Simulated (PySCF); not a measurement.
# La(SH)2: other functionals and bases at one geometry

An exercise on one series of results from a longer session: the logs are not shown, and one member is left open.

Method: several levels, as the steps say, no spin–orbit coupling; program: PySCF 2.14.0.

1 further run of the same task is left out (for a known fault of the program).

### Where the work starts

5 atoms, charge 0, spin multiplicity 1.

Bond lengths: La1–S2 2.830 Å, La1–S4 2.830 Å, S2–H3 1.355 Å, S4–H5 1.355 Å. Angles: S2–La1–S4 118.9°, La1–S2–H3 94.3°, La1–S4–H5 94.3°.

Geometry (Å):

```mol
H2LaS2
  3D, bonds by distance, orders not assigned

  5  4  0  0  0  0  0  0  0  0999 V2000
    0.0000    0.0000   -0.5220 La  0  0
    2.4332   -0.1409    0.9167 S   0  0
    3.2057   -0.2014   -0.1952 H   0  0
   -2.4332    0.1409    0.9167 S   0  0
   -3.2057    0.2014   -0.1952 H   0  0
  1  2  8  0
  1  4  8  0
  2  3  8  0
  4  5  8  0
M  END
```

Formal oxidation states: La +2. Each metal's 1 4f electrons lie in its core potential, so multiplicities, spins and levels count the valence alone. For divalent La, Ce, Gd or Lu the extra electron is normally 5d or 6s, so this core forces an excited configuration. An earlier session relaxed this geometry at PBE0, La lcecp-0-SVP with ECP47, S def2-SVP, H def2-SVP (singlet, point group C2v).

At PBE0 on the finer grid: E = -823.232541 Eh, frontier levels not given, since the 4f levels lie in the core, Mulliken charge on La1 +0.76 e, largest force component 0.009 eV/Å. 

Levels to run: wB97X; revPBE; PBE0, TZVP. Hardware: 2 threads of AMD EPYC 9R14 (Zen 4), shared host.

The first run:

run.py (the lines that set the calculation)

```python
mol = gto.M(atom='''
La     0.00000     0.00000    -0.52204
S      2.43317    -0.14093     0.91675
H      3.20574    -0.20141    -0.19524
S     -2.43317     0.14093     0.91675
H     -3.20574     0.20141    -0.19524''',
    basis={'La': 'lcecp-0-SVP', 'S': 'def2-SVP', 'H': 'def2-SVP'},
    ecp={'La': 'lcecp-0-SVP'},
    charge=0, spin=0)
mf = dft.RKS(mol, xc='WB97X')
mf.grids.atom_grid = (75, 302)  # f atoms: unpruned, at least (60, 302)
mf = mf.density_fit()  # fitting sets: La AutoAux, S def2-universal-JKFIT, H def2-universal-JKFIT
mf.conv_tol = 1e-08; mf.max_cycle = 55
mf.kernel(dm0)  # dm0: the density of the relaxed state
```

On the command line:

```sh
> OMP_NUM_THREADS=2 python run.py
```

Among the steps run: wB97X; revPBE; PBE0, TZVP.

One of the session's tables, all rows but one given; the rest of the session is left out.

| level | charge on La1 (e) | dipole (D) | largest force component (eV/Å) |
| --- | --- | --- | --- |
| PBE0 (relaxed here) | 0.76 | 8.87 | 0.01 |
| wB97X | ? | ? | ? |
| revPBE | 0.65 | 8.33 | 0.34 |
| PBE0, TZVP | 1.07 | 8.85 | 0.21 |

Estimate the missing values for wB97X.

The run gave: charge on La1 (e): 0.83; dipole (D): 9.41; largest force component (eV/Å): 0.14. In the column «charge on La1 (e)» it lies between PBE0 (relaxed here) (0.76) and PBE0, TZVP (1.07).

The largest leftover force, 0.34 eV/Å with revPBE, stands at a geometry relaxed at another level. With 4f in the core, its levels are missing from HOMO and gap, and its count is fixed, so no charge can pass from the ligands into it. Total energies of different levels can't be compared.
